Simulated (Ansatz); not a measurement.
# Cl3In: the cost of one run

Method: the levels named in each step, in Ansatz 0.2.0.

**1. The system as given**

Bond lengths: Cl1–In2 2.296 Å, In2–Cl3 2.296 Å, In2–Cl4 2.296 Å. Angles: Cl1–In2–Cl3 120.0°, Cl1–In2–Cl4 120.0°, Cl3–In2–Cl4 120.0°.

Coordinates:

```xyz
4

Cl   -0.7070    2.1843    0.0201
In   -0.0004    0.0000    0.0000
Cl   -1.5382   -1.7043   -0.0274
Cl    2.2453   -0.4800    0.0072
```

**2. A rough first relaxation, PBE-D4/def2-SVP**

The input, input.yaml:

```yaml
crystal:
  periodic: [false, false, false]
  atoms:
    - { symbol: Cl, position_ang: [-0.70703, 2.18435, 0.02012] }
    - { symbol: In, position_ang: [-0.00043, 3.0e-05, 1.0e-05] }
    - { symbol: Cl, position_ang: [-1.53824, -1.70434, -0.02736] }
    - { symbol: Cl, position_ang: [2.24527, -0.48001, 0.0072] }
basis:
  gaussian: { orbitals: def2-SVP }
hamiltonian:
  xc: pbe
  dispersion: d4
relax:
  f_tol: 0.03
  max_steps: 200
```

The run is started by

```sh
> ansatz run input.yaml --threads 4 --pin off --max-ram 10240MiB --backend cpu --events-out ev --progress --plain --runs-dir out
```

**Question.** How long does this run take on 4 threads of Arm Neoverse N1, shared host, and how much memory does it need?

About 4.2 s, with a peak of 0.13 GiB.
